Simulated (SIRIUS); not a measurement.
# Bi2Te3 (Tellurobismuthite) under changes of volume

One of the cells (33.871 Å³/atom); the others are scaled copies at fixed shape and fractional positions:

```
Bi Te
1.0
     2.19300    1.26613   10.16567
    -2.19300    1.26613   10.16567
     0.00000   -2.53226   10.16567
Bi Te
2 3
Cartesian
  0.0000 0.0000 18.2982
  0.0000 0.0000 12.1988
  0.0000 0.0000 24.1079
  0.0000 0.0000 6.3891
  0.0000 0.0000 0.0000
```

- Program: SIRIUS 7.12.0
- Functional: LDA
- Potentials or basis: all-electron FP-LAPW
- Cutoff: 157 eV
- Basis: apw+lo standard
- k mesh: 6 × 6 × 6
- Occupations: fermi-dirac, width 0.05 eV
- Spin: no spin polarisation

| volume (Å³/atom) | energy over the lowest point (meV/atom) | gap on the mesh (eV) |
| --- | --- | --- |
| 31.839 | 4.49 | 0.18 |
| 32.517 | 0.00 | 0.19 |
| 33.194 | 0.52 | 0.20 |
| 33.871 | 5.96 | 0.21 |
| 34.549 | 15.47 | 0.22 |
| 35.226 | ? | ? |
| 35.904 | 44.69 | 0.24 |

Q: What does the run at 35.226 Å³/atom give?

A: Energy over the lowest point 28.48 meV/atom; gap on the mesh 0.23 eV.

Worked out: A Birch-Murnaghan fit of order 3 (a polynomial in V^(-2/3)) to the other rows has its minimum at 32.76 Å³/atom with B0 = V·E''(V) = 58 GPa and B' = 5.3 at fixed shape and positions, which overstates the stiffness. It gives 28.48 meV/atom at 35.226 Å³/atom, against the run's 28.48. A straight line through the other rows of the gap, of slope 0.499 eV per unit of ln V (its deformation potential), gives 0.23 eV, against the run's 0.23.

Energies are extrapolated to zero smearing.

Caveats: spin-orbit coupling is left out, which as a rule narrows the gap of such compounds by several tenths of an eV.

A mesh can miss the band edges.
